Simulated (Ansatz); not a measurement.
# MnF2: the cost of one run

Computed with Ansatz 0.2.0 (DFT PBE+U, scalar-relativistic, plane waves, PAW, unless a step's input says otherwise).

## (1) The system as given

It takes space group P4_2/mnm (No. 136, tetragonal). The conventional cell has a = 4.874 Å, b = 4.874 Å, c = 3.311 Å, α = 90.00°, β = 90.00°, γ = 90.00°. Around Mn (site symmetry mmm) lie 6 F at 2.10 to 2.13 Å. Around F (site symmetry m2m) lie 3 Mn at 2.10 to 2.13 Å.

As a file:

```
CELL_PARAMETERS angstrom
4.87380 0.00000 0.00000
0.00000 4.87380 0.00000
0.00000 0.00000 3.31070
ATOMIC_POSITIONS crystal
Mn 0.00000 0.00000 0.00000
Mn 0.50000 0.50000 0.50000
F 0.30530 0.30530 0.00000
F 0.19470 0.80530 0.50000
F 0.69470 0.69470 0.00000
F 0.80530 0.19470 0.50000
```

## (2) Fm

input.yaml

```yaml
crystal:
  lattice:
    - [4.8738, 0.0, 0.0]
    - [0.0, 4.8738, 0.0]
    - [0.0, 0.0, 3.3107]
  atoms:
    - { symbol: Mn, position: [0.0, 0.0, 0.0], spin: 5.0 }
    - { symbol: Mn, position: [0.5, 0.5, 0.5], spin: 5.0 }
    - { symbol: F, position: [0.3053, 0.3053, 0.0] }
    - { symbol: F, position: [0.1947, 0.8053, 0.5] }
    - { symbol: F, position: [0.6947, 0.6947, 0.0] }
    - { symbol: F, position: [0.8053, 0.1947, 0.5] }
magnetization:
  spin_polarized: true
scf:
  occupations: { method: gaussian, width: 0.02 }
output:
  forces: true
  stress: true
  populations: true
  write_density: true
  write_potential: true
  elf: true
  volumetric_format: npy
hamiltonian:
  hubbard: { sites: [{ species: Mn, l: d, u_eff: 4.0 }] }
  xc: pbe
kpoints:
  mp_grid: { grid: [6, 6, 9] }
```

Run with:

```bash
> ansatz run input.yaml --threads 4 --pin off --max-ram 10240MiB --backend cpu --events-out ev --progress --plain --runs-dir out
```

**Question.** How long does this run take on 4 threads of Intel Xeon Platinum 8259CL at 2.50GHz (Skylake/Cascade Lake), shared host, and how much memory does it need?

About 12 s, with a peak of 0.69 GiB.
